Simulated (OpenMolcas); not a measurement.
**Tc²⁺: CASSCF and CASPT2 terms and fine-structure levels**

Aim: the low terms and levels of Tc²⁺, with their order and spacing, then second-order correlation.

Program: OpenMolcas 26.06. Level of theory: state-averaged CASSCF and CASPT2, spin-orbit coupling by RASSI with atomic mean-field integrals. These are calculated values, not measurements, unless marked.

## 1. Starting point

| Property | Result |
| --- | --- |
| Species | Tc²⁺ (technetium, Z = 43, 41 electrons) |
| Basis | ANO-RCC-VDZP [6s5p3d1f], 43 functions |
| Scalar Hamiltonian | DKH2, point nucleus |
| Inactive shells | 1s 2s 2p 3s 3p 3d 4s 4p |
| Active space | 5 electrons in 6 orbitals (4d 5s) |
| Some configurations of this space | 4d³ 5s², 4d⁴ 5s, 4d⁵ |
| Orbitals | optimised for each spin and parity, averaged over the low roots |

Outer shells as boxes (Hund's rule):

4d3 5s2
```
4d [↑ ][↑ ][↑ ][  ][  ]
5s [↑↓]
```

4d4 5s
```
4d [↑ ][↑ ][↑ ][↑ ][  ]
5s [↑ ]
```

4d5
```
4d [↑ ][↑ ][↑ ][↑ ][↑ ]
```

The work runs as a chain of OpenMolcas steps in one folder; each step below is one input file. Labels, J, g values, rates, χT and fits are worked out afterwards by a script from the matrices that RASSI stores.

## 2. GATEWAY and SEWARD: basis and integrals

a.inp

```
&GATEWAY
Coord
1

Tc 0.0 0.0 0.0
Basis=ANO-RCC-VDZP
Group=XYZ
NoMove
AngMom=0.0 0.0 0.0
AMFI
&SEWARD
```

On the command line:

```bash
> OMP_NUM_THREADS=1 MOLCAS_MEM=1689 MOLCAS_PROJECT=a pymolcas a.inp > a.log
```

## 3. Reference wave functions, sextets of even parity, 6 roots

a.inp

```
&RASSCF
FileOrb=start.orb
Symmetry=1
Spin=6
nActEl=5 0 0
Inactive=9 9
Ras2=6 0
CIRoot=6 6 1
SDav=6
CIMx=300
Iter=120 100
PrWF=0.3
OrbListing=Nothing
MaxOrb=0
Atom
>>> COPY $Project.JobIph JOB001
```

start.orb holds the contracted functions of the basis, ordered by shell, or the orbitals of the step before.

## 4. CASSCF: quartets of even parity, 64 roots

a.inp

```
&RASSCF
FileOrb=start.orb
Symmetry=1
Spin=4
nActEl=5 0 0
Inactive=9 9
Ras2=6 0
CIRoot=64 64 1
SDav=84
CIMx=300
Iter=120 100
PrWF=0.3
OrbListing=Nothing
MaxOrb=0
Atom
>>> COPY $Project.JobIph JOB002
```

## 5. CASSCF: doublets of even parity, 145 roots

a.inp

```
&RASSCF
FileOrb=start.orb
Symmetry=1
Spin=2
nActEl=5 0 0
Inactive=9 9
Ras2=6 0
CIRoot=145 145 1
SDav=210
CIMx=300
Iter=120 100
PrWF=0.3
OrbListing=Nothing
MaxOrb=0
Atom
>>> COPY $Project.JobIph JOB003
```

## 6. RASSI: spin-orbit coupling between the states

a.inp

```
&RASSI
NrOfJobIphs=3 6 64 128
1 2 3 4 5 6
1 2 3 4 5 6 7 8 9 10 11 12 13 14 15 16 17 18 19 20 21 22 23 24 25 26 27
28 29 30 31 32 33 34 35 36 37 38 39 40 41 42 43 44 45 46 47 48 49 50 51
52 53 54 55 56 57 58 59 60 61 62 63 64
1 2 3 4 5 6 7 8 9 10 11 12 13 14 15 16 17 18 19 20 21 22 23 24 25 26 27
28 29 30 31 32 33 34 35 36 37 38 39 40 41 42 43 44 45 46 47 48 49 50 51
52 53 54 55 56 57 58 59 60 61 62 63 64 65 66 67 68 69 70 71 72 73 74 75
76 77 78 79 80 81 82 83 84 85 86 87 88 89 90 91 92 93 94 95 96 97 98 99
100 101 102 103 104 105 106 107 108 109 110 111 112 113 114 115 116 117
118 119 120 121 122 123 124 125 126 127 128
IphNames
JOB001
JOB002
JOB003
EJob
SpinOrbit
DIPRint=1.0
SOCoupling=1000.0
Subsets=2
Property=9
'ANGMOM' 1 'ANGMOM' 2 'ANGMOM' 3 'MLTPL  1' 1 'MLTPL  1' 2 'MLTPL  1' 3
'AMFI' 1 'AMFI' 2 'AMFI' 3
SOProperty=3
'ANGMOM' 1 'ANGMOM' 2 'ANGMOM' 3
```

## 7. CASPT2: IPEA 0.25, imaginary shift 0.1 (closed shells correlated: 4s 4p)

a.inp

```
>>> COPY JOB001 $Project.JobIph
&CASPT2
Multistate=6 1 2 3 4 5 6
Frozen=8 6
IPEA=0.25
Imaginary=0.1
MaxIter=60
WThr=0.0 0.3 0.05
PrWF=0.5
NoMix
>>> COPY JOB002 $Project.JobIph
&CASPT2
Multistate=64 1 2 3 4 5 6 7 8 9 10 11 12 13 14 15 16 17 18 19 20 21 22
23 24 25 26 27 28 29 30 31 32 33 34 35 36 37 38 39 40 41 42 43 44 45 46
47 48 49 50 51 52 53 54 55 56 57 58 59 60 61 62 63 64
Frozen=8 6
IPEA=0.25
Imaginary=0.1
MaxIter=60
WThr=0.0 0.3 0.05
PrWF=0.5
NoMix
>>> COPY JOB003 $Project.JobIph
&CASPT2
Multistate=128 1 2 3 4 5 6 7 8 9 10 11 12 13 14 15 16 17 18 19 20 21 22
23 24 25 26 27 28 29 30 31 32 33 34 35 36 37 38 39 40 41 42 43 44 45 46
47 48 49 50 51 52 53 54 55 56 57 58 59 60 61 62 63 64 65 66 67 68 69 70
71 72 73 74 75 76 77 78 79 80 81 82 83 84 85 86 87 88 89 90 91 92 93 94
95 96 97 98 99 100 101 102 103 104 105 106 107 108 109 110 111 112 113
114 115 116 117 118 119 120 121 122 123 124 125 126 127 128
NoMult
Frozen=8 6
IPEA=0.25
Imaginary=0.1
MaxIter=60
WThr=0.0 0.3 0.05
PrWF=0.5
NoMix
```

(Steps that only read results are left out.)

Q: Predict the outcome of this session. Wanted: lowest level; first excited level; spin-orbit lowering of the lowest level; strongest of the lines computed, by gA.

**Answer**, as computed:

| quantity | value |
| --- | --- |
| method | SS-CASPT2, IPEA 0.25, imaginary shift 0.1 (closed shells correlated: 4s 4p) |
| lowest level | 4d⁵ ⁶S_5/2, 99 % of that term, g = 1.999 |
| ground level listed by NIST | 6S5/2 |
| first excited level | 4d⁵ ⁴G_5/2 at 21520 cm⁻¹ |
| spin-orbit lowering of the lowest level | 184 cm⁻¹ |
| strongest of the lines computed, by gA (one parity, so forbidden lines), at CASSCF energies | 4d⁵ ⁴P_5/2 → 4d⁵ ⁶S_5/2, 392 nm, A = 3.19e+00 s⁻¹ |

Cost and accuracy by method:

| method | time of its own steps | time with the reference | mean absolute difference from method B (cm-1) |
| --- | --- | --- | --- |
| A. CASSCF | 88 s | 88 s | 2000 |
| B. SS-CASPT2, IPEA 0.25, imaginary shift 0.1, +4s 4p | 31 s | 2 min | 0 |

Times are of one thread on a shared host.

Second-order correlation (method B) scales the levels of the lowest configuration above 5000 cm⁻¹ by 0.90 to 0.99. Only the configurations of the active space and the roots asked for are present. Not all states of the active space went into the spin-orbit step. CASPT2 does not keep the components of a term degenerate, and the means are used. Configurations with different d counts are hard to place against each other, and can be off by thousands to tens of thousands of cm-1. Only valence configurations of the active space appear, up to the ionisation limit; * or ° marks odd parity.
